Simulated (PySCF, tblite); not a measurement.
**CH₅GeNO, a small gas-phase stand-in for a defect centre: NMR shifts, core binding energies and electronic excitations**

What NMR shifts, core binding energies and electronic excitations should one expect for `C[O][Ge][NH2]`? It is drawn as: twofold Ge.

Computed with tblite 0.8.0 and PySCF 2.14.0; each step states its level. No surroundings beyond the atoms listed, unless a continuum is named. Atoms count from 0, parts from 1.

## 1. The system as given

9 atoms, charge 0, multiplicity 1; geometry: distance geometry start.

## 2. Geometry optimisation with GFN2-xTB

Job settings and geometry (Å):

```
{"job": {"kind": "relax", "xc": "GFN2-xTB", "basis": "xTB"}, "charge": 0, "multiplicity": 1}
Ge     0.026364     0.168231     1.246410
N      0.944558    -0.742650     2.639685
O     -0.649899     0.923087    -0.328375
C     -0.203885     0.630608    -1.601161
H      1.940997    -0.661279     2.633369
H      0.562846    -1.676893     2.872583
H     -0.322440     1.484379    -2.230651
H      0.791138     0.358669    -1.569784
H     -0.775619    -0.155068    -1.998097
```

With the program's defaults for keys left out, this is: GFN2-xTB geometry optimisation, gas phase.

Run with:

```
> OMP_NUM_THREADS=1 python cluster_run.py task.json out
```

One launch serves the whole session: the jobs run in the order shown.

Log:

```text
step      E/eV     max force
  0    -369.59258    2.770
  1    -369.86406    2.694
  2    -370.23153    2.292
  3    -370.53856    1.855
  4    -370.69046    1.723
  5    -370.82415    0.913
  6    -370.89513    0.963
  7    -370.93933    0.892
  8    -371.02606    0.913
  9    -371.07714    0.978
 10    -371.13894    0.937
 11    -371.19320    0.698
 12    -371.24259    0.688
 13    -371.26993    0.538
 14    -371.28615    0.385
 15    -371.29442    0.282
 16    -371.30196    0.211
 17    -371.30693    0.172
 18    -371.30988    0.182
 19    -371.31317    0.213
 20    -371.31810    0.254
 21    -371.32687    0.324
 22    -371.34496    0.665
 23    -371.36259    1.200
 24    -371.39161    0.652
 25    -371.42085    0.467
 26    -371.43162    0.940
 27    -371.43955    1.125
 28    -371.47278    0.504
 29    -371.49539    0.462
 30    -371.51336    0.535
 31    -371.52278    0.364
 32    -371.54567    0.719
 33    -371.56403    0.792
 34    -371.58273    0.686
 35    -371.59808    0.213
 36    -371.60415    0.233
 37    -371.61202    0.304
 38    -371.61596    0.240
 39    -371.62032    0.150
 40    -371.62248    0.151
 41    -371.62597    0.188
 42    -371.63120    0.239
 43    -371.63931    0.263
 44    -371.64964    0.199
 45    -371.65481    0.215
 46    -371.65621    0.167
 47    -371.65759    0.164
 48    -371.65943    0.132
 49    -371.66103    0.115
 50    -371.66233    0.101
 51    -371.66355    0.145
 52    -371.66532    0.182
 53    -371.66803    0.232
 54    -371.67122    0.168
 55    -371.67402    0.218
 56    -371.67443    0.242
 57    -371.67650    0.128
 58    -371.67697    0.049
 59    -371.67733    0.049
 60    -371.67767    0.050
 61    -371.67844    0.092
 62    -371.67916    0.093
 63    -371.68021    0.105
 64    -371.68144    0.102
 65    -371.68266    0.107
 66    -371.68366    0.107
 67    -371.68482    0.079
 68    -371.68566    0.052
 69    -371.68588    0.027
 70    -371.68592    0.024
 71    -371.68594    0.019
 72    -371.68597    0.019
 73    -371.68601    0.026
 74    -371.68606    0.024
 75    -371.68611    0.018
 76    -371.68616    0.011
 77    -371.68617    0.008
```

Run time: 0.66 s. Hardware: 1 thread of Arm Neoverse V2, shared host.

The steps of the relaxation:

| step | energy from step 0 (eV) | largest force (eV/Å) |
| --- | --- | --- |
| 0 | 0.0000 | 2.7701 |
| 3 | -0.9460 | 1.8553 |
| 6 | -1.3025 | 0.9627 |
| 9 | -1.4846 | 0.9779 |
| 12 | -1.6500 | 0.6868 |
| 15 | -1.7018 | 0.2819 |
| 18 | -1.7173 | 0.1813 |
| 21 | -1.7343 | 0.3239 |
| 24 | -1.7990 | 0.6515 |
| 27 | -1.8470 | 1.1243 |
| 30 | -1.9208 | 0.5347 |
| 33 | -1.9715 | 0.7928 |
| 36 | -2.0116 | 0.2332 |
| 39 | -2.0277 | 0.1497 |
| 42 | -2.0386 | 0.2390 |
| 45 | -2.0622 | 0.2155 |
| 48 | -2.0668 | 0.1317 |
| 51 | -2.0710 | 0.1448 |
| 54 | -2.0786 | 0.1681 |
| 57 | -2.0839 | 0.1277 |
| 60 | -2.0851 | 0.0500 |
| 63 | -2.0876 | 0.1056 |
| 66 | -2.0911 | 0.1069 |
| 69 | -2.0933 | 0.0272 |
| 72 | -2.0934 | 0.0195 |
| 75 | -2.0935 | 0.0180 |
| 77 | -2.0936 | 0.0077 |

Close pairs (by a distance rule), those that changed most:

| bond | before (Å) | after (Å) | change (Å) |
| --- | --- | --- | --- |
| Ge0–O2 | 1.873 | 1.775 | -0.097 |
| Ge0–N1 | 1.901 | 1.830 | -0.071 |
| C3–H7 | 1.032 | 1.094 | +0.062 |
| C3–H8 | 1.050 | 1.094 | +0.044 |
| N1–H5 | 1.036 | 1.008 | -0.028 |
| C3–H6 | 1.067 | 1.093 | +0.026 |
| O2–C3 | 1.380 | 1.400 | +0.020 |
| N1–H4 | 1.000 | 1.010 | +0.010 |

## 3. Geometry optimisation at PBE0-D3(BJ)/def2-SVP

Job settings and geometry (Å):

```
{"job": {"xc": "PBE0", "basis": "def2-SVP", "d3": "d3bj", "grid": 2, "kind": "geom", "shake": 0.01}, "charge": 0, "multiplicity": 1}
Ge    -1.051198     0.250609     1.490397
N      0.488703    -0.656998     1.670163
O     -1.082672     0.642911    -0.258874
C     -0.210523     0.448955    -1.372008
H      1.144633    -0.902697     0.931207
H      0.822598    -1.013926     2.547957
H     -0.185954     1.375203    -1.940165
H      0.787939     0.162575    -1.091694
H     -0.669277    -0.329779    -1.985533
```

Log:

```text
step   0  E = -2247.27229254  max force = 0.035851
step   1  E = -2247.27599728  max force = 0.005338
step   2  E = -2247.27621759  max force = 0.001498
step   3  E = -2247.27634848  max force = 0.001849
step   4  E = -2247.27647731  max force = 0.003324
step   5  E = -2247.27669363  max force = 0.003121
step   6  E = -2247.27699184  max force = 0.003929
step   7  E = -2247.27718391  max force = 0.002948
step   8  E = -2247.27727401  max force = 0.001513
step   9  E = -2247.27729040  max force = 0.000731
step  10  E = -2247.27729329  max force = 0.000235
optimisation converged
```

Run time: 52 s. Hardware: 1 thread of Arm Neoverse V2, shared host; peak memory 0.52 GiB.

Along the way:

| step | energy from step 0 (eV) | largest force component (eV/Å) |
| --- | --- | --- |
| 0 | 0.0000 | 1.8435 |
| 1 | -0.1008 | 0.2745 |
| 2 | -0.1068 | 0.0770 |
| 3 | -0.1104 | 0.0951 |
| 4 | -0.1139 | 0.1709 |
| 5 | -0.1198 | 0.1605 |
| 6 | -0.1279 | 0.2020 |
| 7 | -0.1331 | 0.1516 |
| 8 | -0.1356 | 0.0778 |
| 9 | -0.1360 | 0.0376 |
| 10 | -0.1361 | 0.0121 |

Distances of close pairs at the start and the end, largest changes first:

| bond | before (Å) | after (Å) | change (Å) |
| --- | --- | --- | --- |
| O2–C3 | 1.427 | 1.393 | -0.035 |
| C3–H7 | 1.076 | 1.108 | +0.032 |
| Ge0–N1 | 1.796 | 1.827 | +0.030 |
| C3–H6 | 1.087 | 1.103 | +0.016 |
| C3–H8 | 1.092 | 1.108 | +0.015 |
| N1–H5 | 1.005 | 1.015 | +0.010 |
| Ge0–O2 | 1.793 | 1.796 | +0.003 |
| N1–H4 | 1.018 | 1.015 | -0.003 |

The end geometry stands in the next job.

| at the end point | value |
| --- | --- |
| point group (found at 0.08 Å tolerance) | Cs |
| rotational constants (GHz, main isotopes) | 8.569, 3.765, 2.660 |
| dipole moment (D) | 2.59 |

## 4. Shielding tensors: PBE0/pcSseg-2

Job settings and geometry (Å):

```
{"job": {"kind": "nmr", "xc": "PBE0", "basis": "pcSseg-2"}, "charge": 0, "multiplicity": 1}
Ge    -1.009773     0.446170     1.519622
N      0.389197    -0.727716     1.480454
O     -1.018308     0.922458    -0.212136
C     -0.167508     0.476873    -1.220819
H      0.946610    -0.994851     0.675005
H      0.685001    -1.214056     2.320213
H     -0.434509     0.973512    -2.168367
H      0.895598     0.710109    -1.014346
H     -0.242099    -0.615670    -1.388150
```

Method: GIAO PBE0/pcSseg-2 NMR shielding, non-relativistic, gas phase.

Log:

```text
coarse grid: 35256 points
cycle   1  E = -2247.6153834401  dE = -4.468e-01  |g| = 1.258e+00  |ddm| = 2.078e+00
cycle   2  E = -2247.0849567291  dE =  5.304e-01  |g| = 2.071e+00  |ddm| = 1.459e+00
cycle   3  E = -2247.7477878317  dE = -6.628e-01  |g| = 4.051e-01  |ddm| = 1.187e+00
cycle   4  E = -2247.7755132597  dE = -2.773e-02  |g| = 1.417e-01  |ddm| = 2.472e-01
cycle   5  E = -2247.7781369500  dE = -2.624e-03  |g| = 5.094e-02  |ddm| = 9.680e-02
cycle   6  E = -2247.7787190933  dE = -5.821e-04  |g| = 1.170e-02  |ddm| = 3.306e-02
cycle   7  E = -2247.7787375450  dE = -1.845e-05  |g| = 2.402e-03  |ddm| = 6.735e-03
cycle   8  E = -2247.7787386240  dE = -1.079e-06  |g| = 5.613e-04  |ddm| = 2.151e-03
final grid: 73312 points
cycle   9  E = -2247.7787473053  dE = -4.806e-08  |g| = 6.410e-04  |ddm| = 1.697e-03
cycle  10  E = -2247.7787472695  dE =  3.582e-08  |g| = 7.483e-04  |ddm| = 8.178e-04
cycle  11  E = -2247.7787474029  dE = -1.334e-07  |g| = 7.225e-05  |ddm| = 4.482e-04
cycle  12  E = -2247.7787474036  dE = -7.608e-10  |g| = 1.459e-05  |ddm| = 3.808e-05
converged SCF energy = -2247.7787474036

GIAO shielding tensors (ppm)
atom      isotropic    diamagn.    paramagn.     s11        s22        s33       span
  0 Ge    1132.914    2756.597   -1623.683    660.648   1324.098   1413.996    753.347
  1 N      130.061     315.773    -185.712    -47.756    211.704    226.234    273.989
  2 O      178.270     384.906    -206.636    -54.280    245.233    343.857    398.136
  3 C      131.492     242.331    -110.839     99.810    114.513    180.153     80.343
  4 H       26.428      32.472      -6.044     21.741     22.383     35.160     13.418
  5 H       26.921      30.596      -3.675     22.781     24.408     33.574     10.792
  6 H       27.305      28.206      -0.901     23.280     25.301     33.335     10.056
  7 H       27.555      30.677      -3.122     23.908     25.398     33.358      9.450
  8 H       27.565      30.649      -3.083     23.924     25.375     33.397      9.473
```

Run time: 30 s. Hardware: 1 thread of Arm Neoverse V2, shared host; peak memory 0.97 GiB.

The references, computed at this level on geometries of the same kind, shield at (ppm): $^{1}$H TMS 31.25, $^{13}$C TMS 184.1, $^{15}$N NH3 261.7, $^{17}$O H2O 328.2, $^{73}$Ge GeMe4 1337. Their shielding less the atom's gives the shift. The references are single molecules in the gas phase, so shifts against H2O, NH3, PH3, H3PO4 or CFCl3 are not on the usual liquid scales and can be off by tens of ppm. Atoms listed in one row are averaged.

| atoms | environment | σ (ppm) | δ (ppm) |
| --- | --- | --- | --- |
| C3 | carbon bonded to O, 3 H | 131.5 | 52.6 |
| H4 | hydrogen on a nitrogen bonded to Ge | 26.43 | 4.82 |
| H5 | hydrogen on a nitrogen bonded to Ge | 26.92 | 4.32 |
| H6 | hydrogen on a carbon bonded to O | 27.31 | 3.94 |
| H7, H8 | hydrogen on a carbon bonded to O | 27.56 | 3.69 |
| Ge0 | germanium bonded to N, O | 1133 | 204 |
| N1 | nitrogen bonded to Ge, 2 H | 130.1 | 131.6 |
| O2 | oxygen bonded to C, Ge | 178.3 | 149.9 |

Charges from the same density, by scheme (e):

| atoms | Mulliken | IAO | Hirshfeld | ESP fit |
| --- | --- | --- | --- | --- |
| Ge0 | 0.53 | 0.66 | 0.32 | 0.10 |
| N1 | -0.51 | -0.78 | -0.32 | -0.41 |
| O2 | -0.55 | -0.59 | -0.26 | -0.25 |
| C3 | 0.15 | -0.20 | -0.06 | 0.01 |

Mayer bond orders: Ge0–N1 1.10, Ge0–O2 0.97, O2–C3 0.90.

Orbitals, density, ELF and potential are computed afterwards from the orbital file.

Frontier orbitals at PBE0/pcSseg-2, with the share of their density that lies nearest to each atom:

| orbital | energy (eV) | lies on |
| --- | --- | --- |
| HOMO | -7.37 | Ge0 71 %; O2 10 %; N1 10 % |
| LUMO | -1.16 | Ge0 73 %; N1 10 %; O2 10 % |

ELF in a plane through or near 7 of the atoms.

Ten even steps from ' ' (0.00) to '@' (1.00):
```
                                                        
                                                        
                                                        
                                                        
                                                        
                              ..====..                  
                    ......    ##@@@@++..  ..            
          ::--::....--====..  %%@@@@**====**++..        
        ::%%@@%%**====****::  ##@@@@**##@@@@@@==        
        **@@@@@@@@**==::++..  --**::--**@@@@@@++        
        **@@@@@@@@%%..==++::  ::**##--**%%%%##::        
        --@@@@@@**==**%%##**--..::**##++::....          
          ----::  ..##--==%%--::++::::::                
                  ==%%%%**##..**++##::==--              
                ..==##%%##--..--**----##%%==..          
                ..::====::  --==--++%%@@@@##::          
                            ++@@@@@@@@@@@@++..          
                            **@@@@@@@@@@##..            
                            ::##%%%%##++..              
                                ....                    
```
The map spans 10.6 Å across and 8.4 Å up, centred on the molecule. Atoms in the plane (x, y in Å): Ge0 (1.0, -1.6), N1 (1.7, 0.1), O2 (-0.7, -1.2), C3 (-1.3, 0.1), H4 (1.2, 1.0), H5 (2.7, 0.3), H6 (-2.4, 0.0).

On the surface of density 0.002 e/bohr³ the electrostatic potential runs, from the 1st to the 99th percentile, from -1.46 V near O2 to 1.76 V near H5.

(Part 1 of 2 ends here.)
